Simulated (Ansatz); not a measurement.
Predict the output of the script below (the Ansatz DFT code, driven from Python).

Script `scan_clh5osi2.py`:
```python
# -*- coding: utf-8 -*-
import ansatz as az
import numpy as np

SETTINGS = {
    "basis": "def2-SVP",
    "functional": "r2scan",
}

geometry_ang = [
    ("O", [0.6064, 1.149, -1.5152]),
    ("Si", [-0.2139, 0.8466, -0.0955]),
    ("Si", [0.3089, -1.2225, 0.7351]),
    ("Cl", [-2.1197, 0.9682, -0.5939]),
    ("H", [-0.0334, 1.3378, -2.2985]),
    ("H", [0.0623, 1.9574, 0.8713]),
    ("H", [1.8176, -1.2997, 1.089]),
    ("H", [0.0816, -2.2834, -0.2434]),
    ("H", [-0.4213, -1.4997, 2.034]),
]
clh5osi2 = az.Crystal.molecule()
for symbol, xyz in geometry_ang:
    clh5osi2 = clh5osi2.atom(symbol, xyz)

symbols = [site.symbol for site in clh5osi2.cartesian_sites]
start = np.array([site.position_ang for site in clh5osi2.cartesian_sites])
axis = (start[2] - start[1]) / np.linalg.norm(start[2] - start[1])
moving = [2, 6, 7, 8]
lengths, energies = [1.95, 2.11, 2.29, 2.52, 2.86, 3.44, 4.12, 5.04], []
for length in lengths:
    xyz = start.copy()
    xyz[moving] += (length - np.linalg.norm(start[2] - start[1])) * axis
    point = az.Crystal.molecule()
    for symbol, place in zip(symbols, xyz):
        point = point.atom(symbol, place.tolist())
    base = point.calculation().basis(gaussian=SETTINGS["basis"]).functional(SETTINGS["functional"])
    data = base.run(threads=1, backend="cpu").report
    energies.append(data["free_energy_ev"])
    print(f"r = {length:6.3f} A  E = {energies[-1]:.5f} eV  <S^2> = {abs(data['mean_field']['state']['spin_squared']):.3f}")

print("energy above the lowest point (eV):", [round(e - min(energies), 3) for e in energies])
```

```console
$ python scan_clh5osi2.py
r =  1.950 A  E = -30393.16291 eV  <S^2> = 0.000
r =  2.110 A  E = -30394.15032 eV  <S^2> = 0.000
r =  2.290 A  E = -30394.51868 eV  <S^2> = 0.000
r =  2.520 A  E = -30394.39503 eV  <S^2> = 0.000
r =  2.860 A  E = -30393.73615 eV  <S^2> = 0.000
r =  3.440 A  E = -30392.49744 eV  <S^2> = 0.000
r =  4.120 A  E = -30391.42576 eV  <S^2> = 0.000
r =  5.040 A  E = -30390.62077 eV  <S^2> = 0.000
energy above the lowest point (eV): [1.356, 0.368, 0.0, 0.124, 0.783, 2.021, 3.093, 3.898]
```

Total energies depend on the basis set; only differences at equal settings carry meaning. The rest of the molecule is held rigid at a force-field or estimated start geometry, and the basis set is modest; single-reference methods fail as a bond breaks. The orbitals are restricted, so S² is zero by construction. Toward dissociation an unrestricted state can lie under the restricted one, by tenths of an eV for polar bonds under a functional and by 1 to 2 eV or more for others. Timing: 44 s on 1 thread of Arm Neoverse V2, with other jobs on the host, peak memory 0.22 GiB.
